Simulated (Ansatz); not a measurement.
# [SnH3]− (SMILES [H][Sn-]([H])[H]) at r2SCAN0/STO-3G

Aim: the energy change on altering one bond length of [SnH3]− at r2SCAN0/STO-3G, from 2 runs. 

Program for the calculation: Ansatz 0.2.0.

1 further run of the same task is left out (set aside as unsound or not needed).

### 1 The system as given

The species is [SnH3]− (4 atoms), meant as a singlet with charge -1. SMILES: `[H][Sn-]([H])[H]`. The shape comes from GFN2-xTB, which is rough for such elements, and wasn't checked as a minimum.

Bond lengths: Sn1–H2 1.948 Å, Sn1–H3 1.948 Å, Sn1–H4 1.949 Å. Angles: H2–Sn1–H3 93.3°, H2–Sn1–H4 93.4°, H3–Sn1–H4 93.5°.

### 2 The energy at r2SCAN0/STO-3G

Contents of molecule.yaml:

```yaml
basis:
  gaussian:
    orbitals: STO-3G
crystal:
  periodic: [false, false, false]
  atoms:
    - {symbol: Sn, position_ang: [-0.006380, 0.005730, 0.791670]}
    - {symbol: H, position_ang: [1.637790, -0.033600, -0.251650]}
    - {symbol: H, position_ang: [-0.786860, 1.432510, -0.280410]}
    - {symbol: H, position_ang: [-0.844540, -1.404640, -0.259610]}
total_charge: -1
hamiltonian:
  xc: {name: r2SCAN0}
accuracy: high
```

The run is started by

```console
ansatz run molecule.yaml --threads 1 --pin off --max-ram 2610MiB --events-out events.jsonl --progress --plain --runs-dir runs
```

Log:

```text
Warning: RAYON_NUM_THREADS=1 ignored (pool sized by the plan → 1); use --threads N
Functional definition: r2SCAN0
  name "r2SCAN0"
  parameter a = 0.25
  parameter k0 = 0.174
  parameter k1 = 0.065
  parameter a1 = 4.9479
  exchange = (1 - a)*r2scan_x(k0 = k0, k1 = k1, a1 = a1) + a*exact_x
  correlation = r2scan_c
519 factors; integrals over basis functions are off by at most 4.0e-9 eV
mean field evaluation 1: about -162375.6977 eV, gradient 5.7e0 eV
mean field evaluation 2: about -162375.7922 eV, gradient 4.0e0 eV
mean field evaluation 4: about -162375.8832 eV, gradient 4.3e-2 eV
mean field evaluation 8: about -162375.8552 eV, gradient 5.8e-4 eV
mean field -162375.85522289 eV, -5967.2026171337 hartree, gradient 7.2e-9 eV, S^2 0.000000; 0 other end points of the search recorded, 0 dependent functions left out
reference -162375.85522321 eV, -5967.2026171452 hartree; 27, 27 occupied and 3, 3 virtual orbitals, 519 factors
Total energy: -162375.85522321 eV, -5967.2026171452 hartree
```

It took 1.2 s on 1 thread of AMD EPYC 9R45 (Zen 5), shared host; peak memory 0.15 GiB.

### 3 The distorted shape at the same level

Contents of job.yaml:

```yaml
crystal:
  periodic: [false, false, false]
  atoms:
    - {symbol: Sn, position_ang: [0.203166, 0.358332, 1.054497]}
    - {symbol: H, position_ang: [1.847336, 0.319002, 0.011177]}
    - {symbol: H, position_ang: [-0.577314, 1.785112, -0.017583]}
    - {symbol: H, position_ang: [-0.844540, -1.404640, -0.259610]}
basis:
  gaussian: {orbitals: STO-3G}
total_charge: -1
hamiltonian: {xc: {name: r2SCAN0}}
accuracy: high
```

The run is started by

```console
ansatz run job.yaml --threads 1 --pin off --max-ram 2610MiB --events-out events.jsonl --progress --plain --runs-dir runs
```

Log, shortened:

```text
Warning: RAYON_NUM_THREADS=1 ignored (pool sized by the plan → 1); use --threads N
[... 8 set-up lines as earlier in the session ...]
518 factors; integrals over basis functions are off by at most 4.0e-9 eV
mean field evaluation 1: about -162373.1621 eV, gradient 1.1e1 eV
mean field evaluation 2: about -162372.2619 eV, gradient 1.7e1 eV
mean field evaluation 4: about -162374.1901 eV, gradient 2.2e-1 eV
mean field evaluation 8: about -162374.1579 eV, gradient 1.7e-3 eV
mean field evaluation 16: about -162374.1579 eV, gradient 1.3e-8 eV
mean field -162374.15790622 eV, -5967.1402418963 hartree, gradient 1.3e-8 eV, S^2 0.000000; 0 other end points of the search recorded, 0 dependent functions left out
reference -162374.15790655 eV, -5967.1402419084 hartree; 27, 27 occupied and 3, 3 virtual orbitals, 518 factors
Total energy: -162374.15790655 eV, -5967.1402419084 hartree
```

Run time: 1.3 s. Hardware: 1 thread of AMD EPYC 9R45 (Zen 5), shared host; peak memory 0.15 GiB.

### 4 Summary of results

At r2SCAN0/STO-3G:

| quantity | value |
| --- | --- |
| first shape: total energy | -5967.20262 Eh |
| distorted shape: total energy | -5967.14024 Eh |
| energy change with the Sn1–H4 bond stretched from 1.949 to 2.436 Å | 1.697 eV |

**Reading.** With the Sn1–H4 bond stretched from 1.949 to 2.436 Å the energy rises by 1.70 eV (39 kcal/mol). The first shape isn't relaxed at this level, so the change isn't measured from a minimum. The minimal basis adds a large error of its own. Relativity is left out (first shape) although the molecule holds a heavy atom. Relativity is left out (distorted shape) although the molecule holds a heavy atom.
